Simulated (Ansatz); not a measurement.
**CH₂ClNOSi: an energy map over angle H6–O1–Si2 and dihedral H6–O1–Si2–C4**

Aim: map the energy of CH₂ClNOSi, SMILES O[Si]1(Cl)C=N1 over two coordinates, and find its wells, ridges and stiffness.

Computed with Ansatz 0.2.0. Level: RKS BHLYP-D4/def2-SVP.

## 1. Where the work starts

SMILES `O[Si]1(Cl)C=N1`, 7 atoms, charge 0, spin multiplicity 1.

Atoms are counted from 1 here; the program's logs count them from 0.

Bond lengths: O1–Si2 1.660 Å, O1–H6 0.975 Å, Si2–Cl3 2.045 Å, Si2–C4 1.776 Å, Si2–N5 1.793 Å, C4–N5 1.313 Å, C4–H7 1.114 Å. Angles: Si2–O1–H6 114.5°, O1–Si2–Cl3 106.0°, O1–Si2–C4 128.2°, O1–Si2–N5 122.2°, Cl3–Si2–C4 124.0°, Cl3–Si2–N5 119.3°, C4–Si2–N5 43.2°, Si2–C4–N5 69.1°, Si2–C4–H7 163.3°, N5–C4–H7 127.6°, Si2–N5–C4 67.7°.

Geometry (Å):

```xyz
7
charge 0, multiplicity 1
O    -0.81647   -0.27454    1.59492
Si    0.27918   -0.27541    0.34742
Cl    1.96017   -1.18658    1.07230
C     0.22854    0.66283   -1.15942
N    -0.20954   -0.56006   -1.35388
H    -1.69263    0.08387    1.36295
H     0.31194    1.48199   -1.90987
```

This geometry comes from a loose relaxation at PBE in a small basis, which is not shown.

## 3. The grid

- angle H6–O1–Si2: 7 values from 73.6 to 163.6 °
- dihedral H6–O1–Si2–C4: 8 values from −180 to 135 °, periodic

Nothing else is relaxed (all other coordinates rigid). Energies count from the relaxed molecule at the same level. Points are written as (first, second).

(The set-up runs are not shown.)

## 4. The run at (133.6°, −180°)

File input.yaml:

```yaml
crystal:
  periodic: [false, false, false]
  atoms:
    - { symbol: O, position_ang: [-0.803919, -0.260111, 1.550796] }
    - { symbol: Si, position_ang: [0.268519, -0.28588, 0.326727] }
    - { symbol: Cl, position_ang: [-0.819664, -0.106741, -1.372187] }
    - { symbol: C, position_ang: [1.927684, -0.841282, 0.371565] }
    - { symbol: "N", position_ang: [1.847615, 0.445394, 0.441992] }
    - { symbol: H, position_ang: [-1.713999, 0.018818, 1.622913] }
    - { symbol: H, position_ang: [2.837768, -1.448146, 0.381639] }
basis:
  gaussian: { orbitals: def2-SVP }
hamiltonian:
  xc: { name: BHLYP }
  dispersion: d4
output:
  forces: true
```

Run with:

```sh
ansatz run input.yaml --threads 1 --pin off --max-ram 2560MiB --backend cpu --events-out ev --progress --plain --runs-dir out
```

Further runs follow: all other points of the grid.

Q: Predict the outcome of this session. Wanted: lowest point; highest computed point; largest force on an atom.

**Answer**, as computed:

```
                       quantity                                                                      value
                   lowest point                                                   (118.6°, 0°), 1.2 kJ/mol
         highest computed point                                 (73.6°, −90°), 119 kJ/mol above the lowest
largest force on an atom (eV/Å)  0.11 at (118.6°, 45°) to 4.29 at (73.6°, −180°); 0.12 at the lowest point
        time for the whole task                                            16 min on 1 thread, shared host
```

The lowest computed point is at (118.6°, 0°), 1.2 kJ/mol from the relaxed molecule at the same level. A higher local minimum lies near (118.6°, −180°) (1.0 kJ/mol above the lowest at that grid point). The highest computed point, (73.6°, −90°), lies 119 kJ/mol above the lowest. On the interpolated surface the easiest way out of the lowest well to the well at (118.6°, −180°) passes a barrier of about 7.1 kJ/mol. Round the minimum the two coordinates are nearly uncoupled.
